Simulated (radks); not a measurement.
**Cr³⁺ in [Ar] 3d3: an all-electron calculation**

Aim: the levels, the sizes of the orbitals and the parts of the energy of the chromium ion Cr3+.

Method: scalar-relativistic Kohn-Sham, revPBE, spin-polarised, spherical densities, finite nucleus; open shells are filled with parallel spins first. Code: radks (a radial shooting solver on a logarithmic mesh, Libxc functionals) version 1.

**1. The atom as given**

| Quantity | Value |
| --- | --- |
| element | chromium (Z = 24) |
| charge | +3 |
| electrons | 21 |
| configuration | [Ar] 3d3 |
| nuclear rms radius | 3.6452 fm |

The outer shells:

Cr³⁺
```
[Ar] core
3d [↑ ][↑ ][↑ ][  ][  ]
```

**2. The run**

The run's settings:

```text
Z 24
configuration [Ar] 3d3
relativity scalar-relativistic
functional pbe_r,pbe
spin polarised
nucleus finite rms 3.6452 fm
c 137.035999084
```

On the command line:

```console
$ python run_ks.py task.json out
```

This one command runs every case of the session in turn.

Q: Predict the outcome of this run.

**Answer**, as computed:

| quantity | value |
| --- | --- |
| total energy | -1048.78728 hartree |
| exchange-correlation share of it | 4.56 % |
| −T/E | 1.0102 |
| highest occupied level | 3d up, -40.335 eV |
| most extended occupied level | 3d up, <r> = 1.10 bohr |
| radius at density 0.001 e/bohr³ | 2.77 bohr |
| maxima of the radial density | 3 |
| ionisation energy, NIST | 49.16 (semi-emp.) eV |

**Reading.** The radial density shows 3 maxima for 3 occupied principal shells. −T/E is 1.010: with relativity the kinetic term as defined here no longer equals −E. Minus the highest eigenvalue, 40.335 eV, is 82 % of the tabulated ionisation energy (49.16 eV); the potential of a semilocal functional falls off too fast, so its top eigenvalue is too shallow. Open shells are spherical and high-spin; term and fine-structure splittings are not resolved.
